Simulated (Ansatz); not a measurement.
**Ga: pressure up to the limit of the methods**

The task here is to estimate one member of a computed series from the others.

Computed with Ansatz 0.2.0 (DFT LDA, with the methods named in each step, unless a step's input says otherwise).

2 further runs of the same task are left out: 2 that didn't finish. Runs told in other sessions of the task aren't counted.

## Starting point

Symmetry: Im-3m, No. 229, cubic system. The conventional cell has a = 3.362 Å, b = 3.362 Å, c = 3.362 Å, α = 90.00°, β = 90.00°, γ = 90.00°. Ga (site symmetry m-3m) is surrounded by 8 Ga at 2.91 Å.

Coordinates:

```cif
data_structure
_symmetry_space_group_name_H-M 'P 1'
_symmetry_Int_Tables_number 1
_cell_length_a 2.9116
_cell_length_b 2.9116
_cell_length_c 2.9116
_cell_angle_alpha 109.471
_cell_angle_beta 109.471
_cell_angle_gamma 109.471
_cell_volume 19.00
loop_
_atom_site_label
_atom_site_type_symbol
_atom_site_fract_x
_atom_site_fract_y
_atom_site_fract_z
_atom_site_occupancy
Ga1 Ga 0.00000 0.00000 0.00000 1
```

Whether this phase is the stable one at these pressures isn't tested.

Set-up of the first run:

input.yaml reads:

```yaml
crystal:
  lattice:
    - [-1.6809877034, 1.6809877034, 1.6809877034]
    - [1.6809877034, -1.6809877034, 1.6809877034]
    - [1.6809877034, 1.6809877034, -1.6809877034]
  atoms:
    - { symbol: Ga, position: [0.0, 0.0, 0.0] }
kpoints:
  mp_grid: { grid: [16, 16, 16] }
scf:
  occupations: { method: fermi_dirac, width: 0.05 }
hamiltonian:
  xc: lda
  pseudopotentials: { kind: paw }
output:
  forces: true
  stress: true
relax:
  f_tol: 0.005
  max_steps: 40
  cell: {}
```

Command:

```
$ ansatz run input.yaml --threads 1 --pin off --max-ram 2048MiB --backend cpu --events-out ev --progress --plain --runs-dir out
```

Steps of the session up to this table: Cell relaxed at zero pressure, PAW; Volume scaled by 1, PAW; Volume scaled by 0.92, PAW; Volume scaled by 0.84, PAW; Volume scaled by 0.76, PAW; Volume scaled by 0.68, PAW; Volume scaled by 0.6, PAW; Volume scaled by 0.52, PAW; Volume scaled by 0.45, PAW; Volume scaled by 0.45, PAW (source ansatz).

One table of the session follows, with a row left open; its other results are not shown here.

```
             method  volume over the first  volume (Å³/atom)  pressure (GPa)
                PAW                      1            17.390           -0.02
                PAW                   0.92            15.999            6.39
                PAW                   0.84            14.608           16.78
                PAW                   0.76            13.216           33.69
                PAW                   0.68                 ?               ?
                PAW                    0.6            10.434          111.15
                PAW                   0.52             9.043          199.20
                PAW                   0.45             7.826          340.87
PAW (source ansatz)                   0.45             7.826          341.27
```

Estimate the missing values for PAW, 0.68.

The run gave: volume (Å³/atom): 11.825; pressure (GPa): 62.13. In the column «volume (Å³/atom)» it lies between PAW, 0.6 (10.434) and PAW, 0.76 (13.216).

Limits of these values: At pressures up to 341 GPa the PAW spheres may overlap and frozen cores may not hold, so those PAW values are rough without an all-electron check.
